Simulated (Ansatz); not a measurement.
# MoS2 (P-6m2): scan of the energy under strain, by script

What does a strain cost in MoS2 (P-6m2)? A script is to give a scan of the energy under strain; the system is MoS2 (P-6m2).

Program: Ansatz 0.2.0 through its Python package. Level of theory: DFT r2SCAN, plane waves, PAW. These are calculated values, not measurements.

### 1 The system

Symmetry: P-6m2, No. 187, hexagonal system. Conventional cell: a = 3.184 Å, b = 3.184 Å, c = 17.335 Å, α = 90.00°, β = 90.00°, γ = 120.00°. Mo (site symmetry -6m2) has 6 S at 2.41 Å as nearest neighbours. S (site symmetry 3m) has 3 Mo at 2.41 Å as nearest neighbours.

No structure file is read: the coordinates are typed or built in the script.

### 2 The code

strain_mos2.py

```python
# -*- coding: utf-8 -*-
"""A biaxial strain scan of MoS2."""

import ansatz as az
import numpy as np
from tabulate import tabulate

CUTOFF = 500
KMESH = (12, 12, 2)

VECTORS = np.array([
    [3.18413, 0.0, 0.0],
    [-1.59206, 2.75753, 0.0],
    [0.0, 0.0, 17.3346],
])
SITES = [
    ("Mo", [0.0, 0.0, 0.0]),
    ("S", [1 / 3, 2 / 3, 0.08949]),
    ("S", [1 / 3, 2 / 3, 0.91051]),
]


def on_lattice(cell):
    crystal = az.Crystal(lattice=az.Lattice.of(cell))
    for symbol, position in SITES:
        crystal = crystal.atom(symbol, position)
    return crystal


def main():
    # clamped ions: the fractional positions stay as typed
    values = np.linspace(-0.02, 0.02, 5)
    energies = []
    for d in values:
        strain = np.diag([d, d, 0])
        cell = VECTORS @ (np.eye(3) + strain)
        job = (
            on_lattice(cell).calculation()
            .functional(az.Functional.R2SCAN)
            .pseudopotentials("paw")
            .basis(CUTOFF)
            .occupations(az.OccupationsMethod.FERMI_DIRAC)
            .kpoints(*KMESH)
        )
        report = job.run(threads=1).report
        energies.append(report["free_energy_ev"] / len(SITES))
        print(f"d = {d:+.4f}  F = {energies[-1]:.5f} eV/atom")
    energies = np.array(energies)

    print(tabulate(zip(values, 1000 * (energies - energies.min())), headers=["strain", "dE (meV/atom)"], floatfmt=".3f"))
    curvature = 2 * np.polyfit(values, energies, 3)[1]
    volume = abs(np.linalg.det(VECTORS)) / len(SITES)
    print(f"d2E/dd2 over the volume: {curvature / volume * 160.21766:.1f} GPa")


if __name__ == "__main__":
    main()
```

### 3 What the engine is handed

The engine receives this input (first run):

```yaml
crystal:
  lattice:
    - [3.1204474, 0.0, 0.0]
    - [-1.5602188, 2.7023794, 0.0]
    - [0.0, 0.0, 17.3346]
  atoms:
    - { symbol: Mo, position: [0.0, 0.0, 0.0] }
    - { symbol: S, position: [0.3333333333333333, 0.6666666666666666, 0.08949] }
    - { symbol: S, position: [0.3333333333333333, 0.6666666666666666, 0.91051] }
basis:
  ecutwfc: 500.0
kpoints:
  mp_grid:
    grid: [12, 12, 2]
hamiltonian:
  xc: r2scan
  pseudopotentials:
    kind: paw
scf:
  occupations:
    method: fermi_dirac
```

### 4 Running it

Run with:

```
$ python strain_mos2.py
```

**Question.** How much energy does this biaxial strain cost, and what curvature follows?

**Answer**, as computed:

| quantity | value |
| --- | --- |
| curvature under the strain | 247.7 GPa |
| runs compared | 5 |
| range of energy | 16.45 meV/atom |
| lowest point, strain | 0.000 |

What this shows: Against the unstrained cell the energy per atom changes by +16.45 meV at one end of the scan and +14.92 meV at the other, and its second derivative over the volume is 247.7 GPa. Caveats:
- Spin is left out of this run.
- The cell holds layers, chains or clusters in vacuum, no bulk phase; its stress is averaged over the vacuum too and scales with the cell's height.
- The curvature belongs to this strain pattern and to the cell's stress; it equals a single elastic constant only for simple patterns.
- Points of the mesh across the vacuum add cost only.
- This cell is a computed structure, which may not be the phase found in nature.
- The ions keep their fractional positions (clamped ions).
